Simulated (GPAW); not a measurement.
# ZrAsRu (P-62m) in GPAW: reference runs

Aim: a first look at ZrAsRu with PBEsol, on the cell as given.

Program: GPAW 26.7.0. These are calculated values, not measurements. Logs are shortened: lines on timing, memory, paths and dates and some standing lists are left out, and cuts for length are marked. The log counts tension as positive stress, the text compression.

## (1) The structure

Symmetry: P-62m, No. 189, hexagonal system. The conventional cell has a = 6.601 Å, b = 6.601 Å, c = 3.919 Å, α = 90.00°, β = 90.00°, γ = 120.00°. Around Ru (site symmetry m2m) lie 4 As at 2.54 to 2.55 Å and 2 Ru at 2.79 Å. Around Zr (site symmetry m2m) lie 5 As at 2.76 to 2.79 Å and 6 Ru at 2.97 to 3.10 Å. Around As (site symmetry -6) lie 3 Ru at 2.55 Å and 6 Zr at 2.79 Å. As (site symmetry -62m) is surrounded by 6 Ru at 2.54 Å and 3 Zr at 2.76 Å.

The cell comes from a database or a generator and needn't be the stable form of this composition.

## (2) Single point, PBEsol

run.py reads:

```python
from ase import Atoms
from ase.dft.bandgap import bandgap
from ase.io import write
from ase.units import GPa
from gpaw import GPAW, PW, setup_paths

setup_paths.insert(0, '.')

atoms = Atoms(['Ru', 'Ru', 'Ru', 'Zr', 'Zr', 'Zr', 'As', 'As', 'As'],
              cell=[[6.601385807, 0.0, 0.0],
                    [-3.3006929035, 5.716967809, 0.0],
                    [0.0, 0.0, 3.91891128]],
              scaled_positions=[[0.7562661, 0.7562661, 0.0],
                                [0.2437339, 0.0, 0.0],
                                [0.0, 0.2437339, 0.0],
                                [0.0, 0.58194036, 0.5],
                                [0.58194036, 0.0, 0.5],
                                [0.41805964, 0.41805964, 0.5],
                                [0.3333333333, 0.6666666667, 0.0],
                                [0.6666666667, 0.3333333333, 0.0],
                                [0.0, 0.0, 0.5]],
              pbc=True)

calc = GPAW(mode=PW(600),
            xc='PBEsol',
            kpts={'size': (5, 5, 7), 'gamma': True},
            occupations={'name': 'fermi-dirac', 'width': 0.05},
            nbands=84,
            convergence={'density': 1e-05, 'energy': 1e-05},
            maxiter=150,
            txt='gpaw.txt')
atoms.calc = calc
energy = atoms.get_potential_energy()
forces = atoms.get_forces()
stress = atoms.get_stress()
calc.write('gs.gpw')
write('result.traj', atoms)
print(f'Energy: {energy:.6f} eV')
print('Forces (eV/A):')
print(forces.round(4))
print('Stress (GPa):', (stress / GPa).round(3))
print('Fermi level:', round(calc.get_fermi_level(), 4), 'eV')
print(f'Gap: {bandgap(calc)[0]:.4f} eV, direct: {bandgap(calc, direct=True)[0]:.4f} eV')
```

Potentials or basis: PAW data sets generated in the run's folder for this functional, pw.

Launch:

```bash
gpaw-setup -f PBEsol As Ru Zr
OMP_NUM_THREADS=1 python run.py
```

gpaw.txt:

```text
__  _  _
 | _ |_)|_||  |
 |__||  | ||/\| - 26.7.0

Input parameters:
  mode=PW(ecut=600.0),
  convergence={'density': 1e-05, 'energy': 1e-05},
  kpts=MonkhorstPack(size=(5, 5, 7), gamma=True),
  maxiter=150,
  nbands=84,
  occupations=Occupations(name='fermi-dirac', width=0.05),
  xc=XC(name='PBEsol')

Diagonalizing LCAO Hamiltonian
Converting LCAO to pw mode

         Zr
                 Zr
            AsAs     Zr
                     As
           Ru   Ru

Atoms  # Å, Bohr magnetons
|   | symbol |         x |        y |        z |    initial magnetic moments |
|---|--------|-----------|----------|----------|-----------------------------|
| 0 |     Ru |  2.496202 | 4.323549 | 0.000000 | ( 0.0000,  0.0000,  0.0000) |
| 1 |     Ru |  1.608982 | 0.000000 | 0.000000 | ( 0.0000,  0.0000,  0.0000) |
| 2 |     Ru | -0.804491 | 1.393419 | 0.000000 | ( 0.0000,  0.0000,  0.0000) |
| 3 |     Zr | -1.920806 | 3.326934 | 1.959456 | ( 0.0000,  0.0000,  0.0000) |
| 4 |     Zr |  3.841613 | 0.000000 | 1.959456 | ( 0.0000,  0.0000,  0.0000) |
| 5 |     Zr |  1.379886 | 2.390034 | 1.959456 | ( 0.0000,  0.0000,  0.0000) |
| 6 |     As | -0.000000 | 3.811312 | 0.000000 | ( 0.0000,  0.0000,  0.0000) |
| 7 |     As |  3.300693 | 1.905656 | 0.000000 | ( 0.0000,  0.0000,  0.0000) |
| 8 |     As |  0.000000 | 0.000000 | 1.959456 | ( 0.0000,  0.0000,  0.0000) |

Unit cell  # Å
| periodic |         x |        y |        z |  lengths |     angles |
|----------|-----------|----------|----------|----------|------------|
|      yes |  6.601386 | 0.000000 | 0.000000 | 6.601386 |  90.000000 |
|      yes | -3.300693 | 5.716968 | 0.000000 | 6.601386 |  90.000000 |
|      yes |  0.000000 | 0.000000 | 3.918911 | 3.918911 | 120.000000 |

Number of symmetries: 12
Symmetry operations  # r_c * U_cc + t_c -> r_c
|    | kind |            matrix            |
|----|------|------------------------------|
|  0 |  E   |  1, 0, 0,  0, 1, 0,  0, 0, 1 |
|  1 |  σ   |  1, 0, 0,  0, 1, 0,  0, 0,-1 |
|  2 |  σ   |  1, 0, 0, -1,-1, 0,  0, 0, 1 |
|  3 |  C2  |  1, 0, 0, -1,-1, 0,  0, 0,-1 |
|  4 |  σ   |  0, 1, 0,  1, 0, 0,  0, 0, 1 |
|  5 |  C2  |  0, 1, 0,  1, 0, 0,  0, 0,-1 |
|  6 |  C3  |  0, 1, 0, -1,-1, 0,  0, 0, 1 |
|  7 |  S3  |  0, 1, 0, -1,-1, 0,  0, 0,-1 |
|  8 |  C3  | -1,-1, 0,  1, 0, 0,  0, 0, 1 |
|  9 |  S3  | -1,-1, 0,  1, 0, 0,  0, 0,-1 |
| 10 |  σ   | -1,-1, 0,  0, 1, 0,  0, 0, 1 |
| 11 |  C2  | -1,-1, 0,  0, 1, 0,  0, 0,-1 |

BZ-sampling:
  Number of BZ points: 175
  Number of IBZ points: 20

  Monkhorst-Pack size: [5, 5, 7]
  Monkhorst-Pack shift: [0, 0, 0]

K-points  # in reciprocal-cell coordinates
|     |                                coordinates |     weight |
|-----|--------------------------------------------|------------|
|   0 | (  0.00000000,   0.00000000,   0.00000000) | 0.00571429 |
|   1 | (  0.00000000,   0.00000000,   0.14285714) | 0.01142857 |
|   2 | (  0.00000000,   0.00000000,   0.28571429) | 0.01142857 |
|   3 | (  0.00000000,   0.00000000,   0.42857143) | 0.01142857 |
|   4 | (  0.20000000,   0.00000000,   0.00000000) | 0.03428571 |
|   5 | (  0.20000000,   0.00000000,   0.14285714) | 0.06857143 |
|   6 | (  0.20000000,   0.00000000,   0.28571429) | 0.06857143 |
|   7 | (  0.20000000,   0.00000000,   0.42857143) | 0.06857143 |
|   8 | (  0.40000000,  -0.20000000,   0.00000000) | 0.03428571 |
|   9 | (  0.40000000,  -0.20000000,   0.14285714) | 0.06857143 |
| ... |                                            |            |
|  19 | (  0.40000000,   0.40000000,   0.42857143) | 0.06857143 |

Plane wave coefficients: 4959
Cutoff: 600.0 eV

Spin-components: 1 (collinear spins)
Bands:           84
Projectors:      51
Spin-degeneracy: 2
Datatype:        complex128

Parallelization:
  kpt:    1
  domain: 1
  band:   1

Density:
  Valence electrons: 99.0
  Components: 1
  Grid points: [40 40 24]
  Charge: 0.0  # |e|

Potential:
  Grid points: [40 40 24]

species:
  Ru:
    name:    Ruthenium
    Z:       44.0
    valence: 16
    core:    28
    charge:  0.0  # [|e|]
    compensation charges:
      type: gauss
      rc: 0.39  # [Å]
      lmax: 2
    cutoffs:
      filter: 2.16  # [Å]
      core: 1.30  # [Å]
    projectors
    | kind |    occ | energy [eV] | rcut [Å] |
    |------|--------|-------------|----------|
    |   4s |  2.000 |     -76.260 |    1.281 |
    |   5s |  1.000 |      -4.265 |    1.281 |
    |   4p |  6.000 |     -46.387 |    1.286 |
    |   5p |  0.000 |      -0.866 |    1.286 |
    |   4d |  7.000 |      -5.218 |    1.254 |
    |    d |        |      21.994 |    1.254 |

    Using partial waves for Ru as LCAO basis

  Zr:
    name:    Zirconium
    Z:       40.0
    valence: 12
    core:    28
    charge:  0.0  # [|e|]
    compensation charges:
      type: gauss
      rc: 0.40  # [Å]
      lmax: 2
    cutoffs:
      filter: 2.39  # [Å]
      core: 1.59  # [Å]
    projectors
    | kind |    occ | energy [eV] | rcut [Å] |
    |------|--------|-------------|----------|
    |   4s |  2.000 |     -54.429 |    1.323 |
    |   5s |  2.000 |      -4.463 |    1.323 |
    |   4p |  6.000 |     -32.434 |    1.334 |
    |   5p |  0.000 |      -1.454 |    1.334 |
    |   4d |  2.000 |      -3.613 |    1.244 |
    |    d |        |      23.598 |    1.244 |

    Using partial waves for Zr as LCAO basis

  As:
    name:    Arsenic
    Z:       33.0
    valence: 5
    core:    28
    charge:  0.0  # [|e|]
    compensation charges:
      type: gauss
      rc: 0.33  # [Å]
      lmax: 2
    cutoffs:
      filter: 1.87  # [Å]
      core: 2.96  # [Å]
    projectors
    | kind |    occ | energy [eV] | rcut [Å] |
    |------|--------|-------------|----------|
    |   4s |  2.000 |     -14.495 |    1.058 |
    |   4p |  3.000 |      -5.197 |    1.058 |
    |    s |        |      12.716 |    1.058 |
    |    p |        |      22.014 |    1.058 |
    |    d |        |       0.000 |    1.058 |

    Using partial waves for As as LCAO basis

Reference energy: -847437.998117  # eV

eigensolver:
  PPCG
  Converge bands: occupied
  niter=2

density mixing:
  MSR1-Mixer
  Pratt-step length: 0.05
  Maximum mixing coefficient: 0.75
  Old densities: 10
  SVD Regularization: 0.005
  Good broyden scale: 1.0
  Trust region scale: 1.0
  Backstep threshold: 4.0
  History deletion threshold: 6.0
  Fourier metric: weight=20.0, sigma=0.015

occupation numbers:
  Fermi-Dirac:
    width: 0.0500  # eV

poisson solver:
  ecut: 4800.0  # eV

xc functional:
  name: PBEsol with 2 nearest neighbor stencil

convergence criteria:
[... 6 lines left out ...]
|iter     | |      energy | eigst |  dens |
|---------|-|-------------|-------|-------|
|iter:   1| |  -81.026131 | +0.63 |       |
|iter:   2| |  -80.346762 | -1.07 | -1.18 |
|iter:   3| |  -78.696795 | -1.26 | -1.23 |
|iter:   4| |  -78.560330 | -2.12 | -1.62 |
|iter:   5| |  -78.543713 | -2.72 | -1.92 |
|iter:   6| |  -78.545450 | -3.63 | -2.43 |
|iter:   7| |  -78.544794 | -4.13 | -2.80 |
|iter:   8| |  -78.544797c| -5.57 | -3.71 |
|iter:   9| |  -78.544798c| -6.51 | -4.06 |
|iter:  10| |  -78.544798c| -7.51c| -4.58 |
|iter:  11| |  -78.544798c| -8.15c| -5.27c|

Converged in 11 steps
Energy contributions relative to reference atoms: (reference = -847437.998117)

Energy contributions:
  Kinetic:          37.703746
  Coulomb:         -43.767304
  Zero:              0.227505
  External:          0.000000
  Xc:              -72.677622
  Entropy:          -0.062246
  Spinorbit:         0.000000
  ----------------------------
  Free energy:     -78.575921
  Extrapolated:    -78.544798

dipole moment: (-34.421403, -59.619619, -66.770056)  # |e|*Ang

Fermi level: 11.687
Eigenvalues  # (at kpt = [0.000, 0.000, 0.000])
| band index |      eig [eV] | occ [0-2] |
|------------|---------------|-----------|
|          0 |       -60.713 |     2.000 |
|        ... |               |           |
|         41 |         9.479 |     2.000 |
|         42 |         9.679 |     2.000 |
|         43 |         9.679 |     2.000 |
|         44 |         9.860 |     2.000 |
|         45 |         9.860 |     2.000 |
|         46 |        11.131 |     2.000 |
[... 8 lines left out ...]
|         55 |        12.937 |     0.000 |
|         56 |        13.709 |     0.000 |
|        ... |               |           |
|         83 |        24.442 |     0.000 |

No gap
No difference between direct/indirect transitions

Forces  # eV/Ang
|        x |        y |       z |
|----------|----------|---------|
|  0.03169 |  0.05489 | 0.00000 |  # Ru   0
| -0.06338 | -0.00000 | 0.00000 |  # Ru   1
|  0.03169 | -0.05489 | 0.00000 |  # Ru   2
| -0.01407 |  0.02437 | 0.00000 |  # Zr   3
|  0.02815 |  0.00000 | 0.00000 |  # Zr   4
| -0.01407 | -0.02437 | 0.00000 |  # Zr   5
|  0.00000 |  0.00000 | 0.00000 |  # As   6
| -0.00000 | -0.00000 | 0.00000 |  # As   7
|  0.00000 |  0.00000 | 0.00000 |  # As   8

Stress tensor  # eV/Ang^3
|         x |         y |        z |
|-----------|-----------|----------|
|  0.027783 | -0.000000 | 0.000000 |
| -0.000000 |  0.027783 | 0.000000 |
|  0.000000 |  0.000000 | 0.027570 |

# Writing to gs.gpw (mode='')
```

It took 3.9 min on 1 thread of Intel Xeon Platinum 8259CL at 2.50GHz (Skylake/Cascade Lake), shared host; peak memory 0.39 GiB.

Results:

- Free energy: -78.5759 eV
- Pressure: -4.4 GPa
- Largest force: 0.063 eV/Å
- Band gap on the k mesh: none (metal or under the smearing width)

Forces on the atoms (eV/Å):
```
Ru   0.032  0.055  0.000
Ru  -0.063  0.000  0.000
Ru   0.032 -0.055  0.000
Zr  -0.014  0.024  0.000
Zr   0.028  0.000  0.000
Zr  -0.014 -0.024  0.000
As   0.000  0.000  0.000
As   0.000  0.000  0.000
As   0.000  0.000  0.000
```
